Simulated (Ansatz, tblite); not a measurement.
# B9P9 wurtzite hole sphere (B9P9H24): rung by rung

Aim: run the singlet of B9P9 wurtzite hole sphere (B9P9H24) at one geometry on many levels, and compare frontier levels, spin and run time.

Computed with Ansatz 0.2.0, Gaussian basis. Level: as each input shows.

Plan: GFN1-xTB, GFN2-xTB, PBE-D4/def2-TZVP, r2SCAN-D4/def2-TZVP, PBE+5HF/def2-SVP, PBE+10HF/def2-SVP, PBE+15HF/def2-SVP, PBE+35HF/def2-SVP, PBE+50HF/def2-SVP, PBE-D4/def2-SVP, PBE0-D4/def2-SVP.

1 further run of the same task is left out (set aside as unsound or not needed). Runs told in other sessions of the task aren't counted.

**1. The geometry**

The geometry is that of the singlet, from an earlier relaxation (PBE-D4/def2-SVP).

42 atoms, charge 0, spin multiplicity 1.

Bond lengths: B1–P2 1.964 Å, B1–P3 1.959 Å, B1–H19 1.223 Å, B1–H20 1.223 Å, P2–B5 1.954 Å, P2–H21 1.429 Å, P2–H22 1.429 Å, P3–B4 1.959 Å, P3–B11 1.959 Å, P3–H23 1.430 Å, B4–P6 1.989 Å, B4–P7 1.959 Å, B4–H24 1.222 Å, B5–P6 1.966 Å, B5–P12 1.966 Å, B5–H25 1.220 Å, P6–B9 1.966 Å, P6–H26 1.430 Å and more. Angles: P2–B1–P3 104.2°, P2–B1–H19 108.5°, P2–B1–H20 108.5°, P3–B1–H19 110.2°, P3–B1–H20 110.1°, H19–B1–H20 114.8°, B1–P2–B5 115.8°, B1–P2–H21 112.5°, B1–P2–H22 112.5°, B5–P2–H21 107.7°, B5–P2–H22 107.7°, H21–P2–H22 99.2°, B1–P3–B4 112.0°, B1–P3–B11 111.9°, B1–P3–H23 107.5°, B4–P3–B11 111.0°, B4–P3–H23 107.0°, B11–P3–H23 107.0° and more.

PBE0-D4/def2-TZVP was run before; its log isn't repeated, and its numbers join the tables.

**2. GFN1-xTB**

Tight binding, by tblite at 300 K electronic temperature and without a spin-polarisation term:

```python
tblite.interface.Calculator('GFN1-xTB', numbers, positions, charge=0, uhf=0).singlepoint()
```

Energy -1340.9525 eV, HOMO -10.44 eV, LUMO -5.54 eV; 0.14 s.

**3. GFN2-xTB**

Tight binding, by tblite at 300 K electronic temperature and without a spin-polarisation term:

```python
tblite.interface.Calculator('GFN2-xTB', numbers, positions, charge=0, uhf=0).singlepoint()
```

Energy -1257.6809 eV, HOMO -9.65 eV, LUMO -5.43 eV; 0.1 s.

**4. PBE-D4/def2-TZVP**

start.molden holds the orbitals of an earlier run on this state, given as this run's starting guess.

File in.yaml:

```yaml
crystal:
  periodic: [false, false, false]
  atoms:
    - {symbol: B, position_ang: [-0.000179, -3.751215, -1.035672]}
    - {symbol: P, position_ang: [-0.003227, -3.650898, 0.925652]}
    - {symbol: P, position_ang: [-0.000513, -1.878626, -1.612580]}
    - {symbol: B, position_ang: [-1.614446, -0.932259, -1.032025]}
    - {symbol: B, position_ang: [-0.000872, -1.850885, 1.685907]}
    - {symbol: P, position_ang: [-1.557750, -0.897670, 0.956215]}
    - {symbol: P, position_ang: [-1.625404, 0.937945, -1.614594]}
    - {symbol: B, position_ang: [-3.247496, 1.874853, -1.039793]}
    - {symbol: B, position_ang: [-1.603481, 0.927935, 1.684117]}
    - {symbol: P, position_ang: [-3.160723, 1.828870, 0.921701]}
    - {symbol: B, position_ang: [1.613984, -0.933362, -1.031983]}
    - {symbol: P, position_ang: [1.557067, -0.899392, 0.956238]}
    - {symbol: P, position_ang: [1.626066, 0.936823, -1.614669]}
    - {symbol: B, position_ang: [0.000682, 1.863010, -1.033621]}
    - {symbol: B, position_ang: [1.604717, 0.926240, 1.684011]}
    - {symbol: P, position_ang: [0.001036, 1.798716, 0.954734]}
    - {symbol: B, position_ang: [3.248108, 1.873938, -1.040127]}
    - {symbol: P, position_ang: [3.163293, 1.824759, 0.921384]}
    - {symbol: H, position_ang: [-1.029443, -4.304071, -1.398086]}
    - {symbol: H, position_ang: [1.031750, -4.301566, -1.394425]}
    - {symbol: H, position_ang: [-1.094833, -4.366509, 1.507619]}
    - {symbol: H, position_ang: [1.082501, -4.372369, 1.511339]}
    - {symbol: H, position_ang: [-0.000532, -1.868209, -3.042068]}
    - {symbol: H, position_ang: [-2.622472, -1.513982, -1.404101]}
    - {symbol: H, position_ang: [-0.000942, -1.843527, 2.905576]}
    - {symbol: H, position_ang: [-2.719408, -1.567600, 1.453597]}
    - {symbol: H, position_ang: [-1.614934, 0.931450, -3.044071]}
    - {symbol: H, position_ang: [-4.240116, 1.256685, -1.398996]}
    - {symbol: H, position_ang: [-3.210727, 3.042375, -1.403028]}
    - {symbol: H, position_ang: [-1.597980, 0.925294, 2.903790]}
    - {symbol: H, position_ang: [-4.328563, 1.248938, 1.506670]}
    - {symbol: H, position_ang: [-3.236161, 3.132403, 1.502650]}
    - {symbol: H, position_ang: [2.621558, -1.515808, -1.404149]}
    - {symbol: H, position_ang: [2.718142, -1.570324, 1.453602]}
    - {symbol: H, position_ang: [1.615452, 0.930032, -3.044145]}
    - {symbol: H, position_ang: [0.001157, 3.026456, -1.406944]}
    - {symbol: H, position_ang: [1.599376, 0.923819, 2.903687]}
    - {symbol: H, position_ang: [0.001679, 3.140217, 1.450732]}
    - {symbol: H, position_ang: [4.241183, 1.257845, -1.401559]}
    - {symbol: H, position_ang: [3.209269, 3.042092, -1.401175]}
    - {symbol: H, position_ang: [4.330110, 1.240510, 1.504104]}
    - {symbol: H, position_ang: [3.243064, 3.127070, 1.504474]}
basis:
  gaussian: {orbitals: def2-TZVP, fitting: {mean_field: def2-universal-jkfit}, initial_orbitals: start.molden}
hamiltonian: {xc: pbe, dispersion: d4}
scf: {omitted_lower_state_checks: [starts]}
output: {orbitals: {seedname: orbitals}}
```

Command:

```console
$ ansatz run in.yaml --threads 2 --pin off --events-out ev --progress --plain --max-ram 22528MiB --backend cuda --devices 0, --max-vram 18GiB
```

Output:

```text
Functional definition: PBE
  name "PBE"
  cite "Perdew, Burke & Ernzerhof, Phys. Rev. Lett. 77, 3865 (1996) doi:10.1103/PhysRevLett.77.3865"
  parent pbe
  parameter kappa = 0.804
  parameter beta = 0.06672455060314922
  exchange = pbe_x(kappa = kappa, mu = beta*pi^2/3)
  correlation = pbe_c(beta = beta)
these checks for a lower state are left out or cut short: starts
2259 factors; integrals over basis functions are off by at most 5.5e-1 eV
mean field evaluation 1: about -90039.6067 eV, gradient 2.3e1 eV
mean field evaluation 2: about -90040.0329 eV, gradient 5.2e-1 eV
mean field evaluation 4: about -90040.0344 eV, gradient 1.7e-3 eV
mean field -90040.03441191 eV, -3308.9102333105 hartree, gradient 2.4e-5 eV, S^2 0.000000; 0 other end points of the search recorded, 0 dependent functions left out
reference -90040.03450882 eV, -3308.9102368717 hartree; 102, 102 occupied and 654, 654 virtual orbitals, 2259 factors
Total energy: -90042.93281967 eV, -3309.0167478309 hartree
Checks for a lower state left out: starts
```

Run time: 7.5 s. Hardware: 1 × H100 (card shared with other runs) with 2 threads of AMD EPYC 7R13, shared host; peak host memory 1.1 GiB.

From the report: HOMO -5.99 eV, LUMO -1.84 eV.

**5. r2SCAN-D4/def2-TZVP**

in.yaml, as its differences from that of step 4:

```diff
@@ -47,4 +47,4 @@
   gaussian: {orbitals: def2-TZVP, fitting: {mean_field: def2-universal-jkfit}, initial_orbitals: start.molden}
-hamiltonian: {xc: pbe, dispersion: d4}
+hamiltonian: {xc: r2scan, dispersion: d4}
 scf: {omitted_lower_state_checks: [starts]}
-output: {orbitals: {seedname: orbitals}}
+output: {forces: true, orbitals: {seedname: orbitals}}
```

The command is unchanged.

Output, shortened:

```text
Functional definition: r2SCAN
  name "r2SCAN"
  cite "Furness, Kaplan, Ning, Perdew & Sun, J. Phys. Chem. Lett. 11, 8208 (2020) doi:10.1021/acs.jpclett.0c02405"
  cite "Furness, Kaplan, Ning, Perdew & Sun, J. Phys. Chem. Lett. 11, 9248 (2020) doi:10.1021/acs.jpclett.0c03077"
  parent r2scan
[...]
2259 factors; integrals over basis functions are off by at most 5.5e-1 eV
[...]
mean field -90079.83982440 eV, -3310.3730552383 hartree, gradient 1.0e-5 eV, S^2 0.000000; 0 other end points of the search recorded, 0 dependent functions left out
[...]
reference -90079.83985289 eV, -3310.3730562851 hartree; 102, 102 occupied and 654, 654 virtual orbitals, 2259 factors
Total energy: -90080.65744116 eV, -3310.4031021001 hartree
Atom 0 at    -0.000179    -3.751215    -1.035672 Å, force     0.000391    -0.213457    -0.153214 eV/Å
[...]
Atom 33 at     2.718142    -1.570324     1.453602 Å, force    -0.294334     0.170309    -0.131998 eV/Å
Atom 34 at     1.615452     0.930032    -3.044145 Å, force     0.003083     0.001669     0.361738 eV/Å
Atom 35 at     0.001157     3.026456    -1.406944 Å, force    -0.000229    -0.379422     0.126819 eV/Å
Atom 36 at     1.599376     0.923819     2.903687 Å, force    -0.001309    -0.000840    -0.408612 eV/Å
Atom 37 at     0.001679     3.140217     1.450732 Å, force    -0.000102    -0.340219    -0.131647 eV/Å
Atom 38 at     4.241183     1.257845    -1.401559 Å, force    -0.331932     0.210699     0.126443 eV/Å
Atom 39 at     3.209269     3.042092    -1.401175 Å, force     0.017431    -0.392727     0.126381 eV/Å
Atom 40 at     4.330110     1.240510     1.504104 Å, force    -0.321287     0.157962    -0.170341 eV/Å
Atom 41 at     3.243064     3.127070     1.504474 Å, force    -0.024640    -0.357192    -0.170550 eV/Å
Dipole moment:    -0.000284     0.000856     0.888762 e Å
Checks for a lower state left out: starts
```

It took 9 s on 1 × H100 (card shared with other runs) with 2 threads of AMD EPYC 7R13, shared host; peak host memory 1.2 GiB.

From the report: HOMO -6.18 eV, LUMO -1.60 eV.

**6. PBE+5HF/def2-SVP**

in.yaml, as its differences from that of step 5:

```diff
@@ -46,5 +46,5 @@
 basis:
-  gaussian: {orbitals: def2-TZVP, fitting: {mean_field: def2-universal-jkfit}, initial_orbitals: start.molden}
-hamiltonian: {xc: r2scan, dispersion: d4}
+  gaussian: {orbitals: def2-SVP, fitting: {mean_field: def2-universal-jkfit}, initial_orbitals: start.molden}
+hamiltonian: {xc: {text: "exchange = 0.95*pbe_x + 0.05*exact_x\ncorrelation = pbe_c"}}
 scf: {omitted_lower_state_checks: [starts]}
-output: {forces: true, orbitals: {seedname: orbitals}}
+output: {orbitals: {seedname: orbitals}}
```

Same command.

Output:

```text
Functional definition: unnamed
  exchange = 0.95*pbe_x + 0.05*exact_x
  correlation = pbe_c
these checks for a lower state are left out or cut short: starts
2259 factors; integrals over basis functions are off by at most 3.1e-1 eV
mean field evaluation 1: about -90006.4939 eV, gradient 1.3e1 eV
mean field evaluation 2: about -90006.9565 eV, gradient 3.7e-1 eV
mean field evaluation 4: about -90006.9567 eV, gradient 6.7e-4 eV
mean field -90006.95667662 eV, -3307.6946489591 hartree, gradient 2.4e-5 eV, S^2 0.000000; 0 other end points of the search recorded, 0 dependent functions left out
reference -90006.95674321 eV, -3307.6946514066 hartree; 102, 102 occupied and 306, 306 virtual orbitals, 2259 factors
Total energy: -90006.95674321 eV, -3307.6946514066 hartree
Checks for a lower state left out: starts
```

Wall time 4.1 s (1 × H100 (card shared with other runs) with 2 threads of AMD EPYC 7R13, shared host); peak host memory 0.89 GiB.

From the report: HOMO -6.12 eV, LUMO -1.38 eV.

**7. PBE+10HF/def2-SVP**

in.yaml, as its differences from that of step 6:

```diff
@@ -47,3 +47,3 @@
   gaussian: {orbitals: def2-SVP, fitting: {mean_field: def2-universal-jkfit}, initial_orbitals: start.molden}
-hamiltonian: {xc: {text: "exchange = 0.95*pbe_x + 0.05*exact_x\ncorrelation = pbe_c"}}
+hamiltonian: {xc: {text: "exchange = 0.90*pbe_x + 0.10*exact_x\ncorrelation = pbe_c"}}
 scf: {omitted_lower_state_checks: [starts]}
```

Launched as before.

Output:

```text
Functional definition: unnamed
  exchange = 0.90*pbe_x + 0.10*exact_x
  correlation = pbe_c
these checks for a lower state are left out or cut short: starts
2259 factors; integrals over basis functions are off by at most 3.1e-1 eV
mean field evaluation 1: about -90008.6508 eV, gradient 1.1e1 eV
mean field evaluation 2: about -90009.0324 eV, gradient 2.9e-1 eV
mean field evaluation 4: about -90009.0323 eV, gradient 4.3e-4 eV
mean field -90009.03230050 eV, -3307.7709267300 hartree, gradient 1.7e-5 eV, S^2 0.000000; 0 other end points of the search recorded, 0 dependent functions left out
reference -90009.03236381 eV, -3307.7709290565 hartree; 102, 102 occupied and 306, 306 virtual orbitals, 2259 factors
Total energy: -90009.03236381 eV, -3307.7709290565 hartree
Checks for a lower state left out: starts
```

Run time: 4.6 s. Hardware: 1 × H100 (card shared with other runs) with 2 threads of AMD EPYC 7R13, shared host; peak host memory 0.89 GiB.

Report: HOMO -6.33 eV, LUMO -1.22 eV.

**8. PBE+15HF/def2-SVP**

in.yaml, as its differences from that of step 7:

```diff
@@ -47,3 +47,3 @@
   gaussian: {orbitals: def2-SVP, fitting: {mean_field: def2-universal-jkfit}, initial_orbitals: start.molden}
-hamiltonian: {xc: {text: "exchange = 0.90*pbe_x + 0.10*exact_x\ncorrelation = pbe_c"}}
+hamiltonian: {xc: {text: "exchange = 0.85*pbe_x + 0.15*exact_x\ncorrelation = pbe_c"}}
 scf: {omitted_lower_state_checks: [starts]}
```

Same command.

Output:

```text
Functional definition: unnamed
  exchange = 0.85*pbe_x + 0.15*exact_x
  correlation = pbe_c
these checks for a lower state are left out or cut short: starts
2259 factors; integrals over basis functions are off by at most 3.1e-1 eV
mean field evaluation 1: about -90010.8078 eV, gradient 9.9e0 eV
mean field evaluation 2: about -90011.1313 eV, gradient 2.5e-1 eV
mean field evaluation 4: about -90011.1311 eV, gradient 3.6e-4 eV
mean field -90011.13114085 eV, -3307.8480576901 hartree, gradient 1.6e-5 eV, S^2 0.000000; 0 other end points of the search recorded, 0 dependent functions left out
reference -90011.13120084 eV, -3307.8480598949 hartree; 102, 102 occupied and 306, 306 virtual orbitals, 2259 factors
Total energy: -90011.13120084 eV, -3307.8480598949 hartree
Checks for a lower state left out: starts
```

Wall time 4.4 s (1 × H100 (card shared with other runs) with 2 threads of AMD EPYC 7R13, shared host); peak host memory 0.89 GiB.

From the report: HOMO -6.55 eV, LUMO -1.07 eV.

**9. PBE+35HF/def2-SVP**

in.yaml, as its differences from that of step 8:

```diff
@@ -47,3 +47,3 @@
   gaussian: {orbitals: def2-SVP, fitting: {mean_field: def2-universal-jkfit}, initial_orbitals: start.molden}
-hamiltonian: {xc: {text: "exchange = 0.85*pbe_x + 0.15*exact_x\ncorrelation = pbe_c"}}
+hamiltonian: {xc: {text: "exchange = 0.65*pbe_x + 0.35*exact_x\ncorrelation = pbe_c"}}
 scf: {omitted_lower_state_checks: [starts]}
```

The command is unchanged.

Output:

```text
Functional definition: unnamed
  exchange = 0.65*pbe_x + 0.35*exact_x
  correlation = pbe_c
these checks for a lower state are left out or cut short: starts
2259 factors; integrals over basis functions are off by at most 3.1e-1 eV
mean field evaluation 1: about -90019.4355 eV, gradient 1.1e1 eV
mean field evaluation 2: about -90019.7492 eV, gradient 2.5e-1 eV
mean field evaluation 4: about -90019.7493 eV, gradient 3.9e-4 eV
mean field -90019.74928024 eV, -3308.1647684713 hartree, gradient 1.6e-5 eV, S^2 0.000000; 0 other end points of the search recorded, 0 dependent functions left out
reference -90019.74932675 eV, -3308.1647701804 hartree; 102, 102 occupied and 306, 306 virtual orbitals, 2259 factors
Total energy: -90019.74932675 eV, -3308.1647701804 hartree
Checks for a lower state left out: starts
```

Run time: 4.9 s. Hardware: 1 × H100 (card shared with other runs) with 2 threads of AMD EPYC 7R13, shared host; peak host memory 0.89 GiB.

Report: HOMO -7.43 eV, LUMO -0.45 eV.

**10. PBE+50HF/def2-SVP**

in.yaml, as its differences from that of step 9:

```diff
@@ -47,3 +47,3 @@
   gaussian: {orbitals: def2-SVP, fitting: {mean_field: def2-universal-jkfit}, initial_orbitals: start.molden}
-hamiltonian: {xc: {text: "exchange = 0.65*pbe_x + 0.35*exact_x\ncorrelation = pbe_c"}}
+hamiltonian: {xc: {text: "exchange = 0.50*pbe_x + 0.50*exact_x\ncorrelation = pbe_c"}}
 scf: {omitted_lower_state_checks: [starts]}
```

Same command.

Output:

```text
Functional definition: unnamed
  exchange = 0.50*pbe_x + 0.50*exact_x
  correlation = pbe_c
these checks for a lower state are left out or cut short: starts
2259 factors; integrals over basis functions are off by at most 3.1e-1 eV
mean field evaluation 1: about -90025.9063 eV, gradient 1.6e1 eV
mean field evaluation 2: about -90026.4331 eV, gradient 5.0e-1 eV
mean field evaluation 4: about -90026.4348 eV, gradient 1.9e-3 eV
mean field -90026.43480488 eV, -3308.4104569701 hartree, gradient 2.0e-5 eV, S^2 0.000000; 0 other end points of the search recorded, 0 dependent functions left out
reference -90026.43484101 eV, -3308.4104582979 hartree; 102, 102 occupied and 306, 306 virtual orbitals, 2259 factors
Total energy: -90026.43484101 eV, -3308.4104582979 hartree
Checks for a lower state left out: starts
```

Run time: 4 s. Hardware: 1 × H100 (card shared with other runs) with 2 threads of AMD EPYC 7R13, shared host; peak host memory 0.88 GiB.

Report: HOMO -8.10 eV, LUMO 0.02 eV.

**11. PBE-D4/def2-SVP**

in.yaml, as its differences from that of step 10:

```diff
@@ -47,3 +47,3 @@
   gaussian: {orbitals: def2-SVP, fitting: {mean_field: def2-universal-jkfit}, initial_orbitals: start.molden}
-hamiltonian: {xc: {text: "exchange = 0.50*pbe_x + 0.50*exact_x\ncorrelation = pbe_c"}}
+hamiltonian: {xc: pbe, dispersion: d4}
 scf: {omitted_lower_state_checks: [starts]}
```

Launched as before.

Output:

```text
Functional definition: PBE
  name "PBE"
  cite "Perdew, Burke & Ernzerhof, Phys. Rev. Lett. 77, 3865 (1996) doi:10.1103/PhysRevLett.77.3865"
  parent pbe
  parameter kappa = 0.804
  parameter beta = 0.06672455060314922
  exchange = pbe_x(kappa = kappa, mu = beta*pi^2/3)
  correlation = pbe_c(beta = beta)
these checks for a lower state are left out or cut short: starts
2259 factors; integrals over basis functions are off by at most 3.1e-1 eV
mean field evaluation 1: about -90004.3370 eV, gradient 1.5e1 eV
mean field evaluation 2: about -90004.9042 eV, gradient 4.6e-1 eV
mean field evaluation 4: about -90004.9048 eV, gradient 1.1e-3 eV
mean field -90004.90477541 eV, -3307.6192429806 hartree, gradient 1.1e-5 eV, S^2 0.000000; 0 other end points of the search recorded, 0 dependent functions left out
reference -90004.90484527 eV, -3307.6192455481 hartree; 102, 102 occupied and 306, 306 virtual orbitals, 2259 factors
Total energy: -90007.80315612 eV, -3307.7257565073 hartree
Checks for a lower state left out: starts
```

It took 3.8 s on 1 × H100 (card shared with other runs) with 2 threads of AMD EPYC 7R13, shared host; peak host memory 0.88 GiB.

HOMO -5.91 eV, LUMO -1.53 eV.

**12. PBE0-D4/def2-SVP**

in.yaml, as its differences from that of step 11:

```diff
@@ -47,3 +47,3 @@
   gaussian: {orbitals: def2-SVP, fitting: {mean_field: def2-universal-jkfit}, initial_orbitals: start.molden}
-hamiltonian: {xc: pbe, dispersion: d4}
+hamiltonian: {xc: pbe0, dispersion: d4}
 scf: {omitted_lower_state_checks: [starts]}
```

Launched as before.

Output:

```text
Functional definition: PBE0
  name "PBE0"
  cite "Adamo & Barone, J. Chem. Phys. 110, 6158 (1999) doi:10.1063/1.478522"
  cite "Perdew, Burke & Ernzerhof, Phys. Rev. Lett. 77, 3865 (1996) doi:10.1103/PhysRevLett.77.3865"
  parent pbe
  parameter a = 0.25
  parameter kappa = 0.804
  parameter beta = 0.06672455060314922
  exchange = (1 - a)*pbe_x(kappa = kappa, mu = beta*pi^2/3) + a*exact_x
  correlation = pbe_c(beta = beta)
these checks for a lower state are left out or cut short: starts
2259 factors; integrals over basis functions are off by at most 3.1e-1 eV
mean field evaluation 1: about -90015.1216 eV, gradient 9.1e0 eV
mean field evaluation 2: about -90015.3968 eV, gradient 2.0e-1 eV
mean field evaluation 4: about -90015.3966 eV, gradient 2.6e-4 eV
mean field -90015.39655462 eV, -3308.0048087551 hartree, gradient 1.2e-5 eV, S^2 0.000000; 0 other end points of the search recorded, 0 dependent functions left out
reference -90015.39660792 eV, -3308.0048107139 hartree; 102, 102 occupied and 306, 306 virtual orbitals, 2259 factors
Total energy: -90017.96299370 eV, -3308.0991236518 hartree
Checks for a lower state left out: starts
```

It took 4.5 s on 1 × H100 (card shared with other runs) with 2 threads of AMD EPYC 7R13, shared host; peak host memory 0.89 GiB.

HOMO -6.99 eV, LUMO -0.76 eV.

**13. Comparison**

```csv
level,functions,HOMO (eV),LUMO (eV),gap (eV),time
PBE-D4/def2-SVP,408,-5.91,-1.53,4.38,3.8 s
PBE-D4/def2-TZVP,756,-5.99,-1.84,4.15,7.5 s
r2SCAN-D4/def2-TZVP,756,-6.18,-1.60,4.58,9 s
PBE0-D4/def2-SVP,408,-6.99,-0.76,6.23,4.5 s
PBE0-D4/def2-TZVP,756,-7.01,-1.05,5.97,5.5 s
PBE+5HF/def2-SVP,408,-6.12,-1.38,4.74,4.1 s
PBE+10HF/def2-SVP,408,-6.33,-1.22,5.11,4.6 s
PBE+15HF/def2-SVP,408,-6.55,-1.07,5.48,4.4 s
PBE+35HF/def2-SVP,408,-7.43,-0.45,6.98,4.9 s
PBE+50HF/def2-SVP,408,-8.10,0.02,8.12,4 s
```

**14. Binding energy**

Free atoms were run apart at each level; binding is atoms less cluster, divided by the number of atoms, without zero-point or spin-orbit terms.

```csv
level,binding an atom (eV)
PBE-D4/def2-SVP,3.650
PBE-D4/def2-TZVP,3.634
r2SCAN-D4/def2-TZVP,3.585
PBE0-D4/def2-SVP,3.625
PBE0-D4/def2-TZVP,3.606
```

**15. What came out**

| quantity | value |
| --- | --- |
| gap in def2-TZVP, named functionals, smallest and largest | 4.15 eV (PBE-D4), 5.97 eV (PBE0-D4) |
| gap over the share of exact exchange | 4.38 eV at 0, 8.12 eV at 0.5 |
| binding an atom, functionals in def2-TZVP | 3.58 (r2SCAN-D4) to 3.63 eV (PBE-D4) |
| PBE0 total energy, smallest basis above largest | 34.58 eV (def2-SVP, def2-TZVP) |

Orbital gaps of the named functionals in def2-TZVP span 4.15 eV (PBE-D4) to 5.97 eV (PBE0-D4); exact exchange widens it. Raising the share of exact exchange from 0 to 0.5 moves the HOMO by -2.19 eV and the LUMO by +1.55 eV.

The slowest run with a step of its own, r2SCAN-D4/def2-TZVP, took 9 s; the quickest functional in def2-TZVP took 5.5 s (shared host).
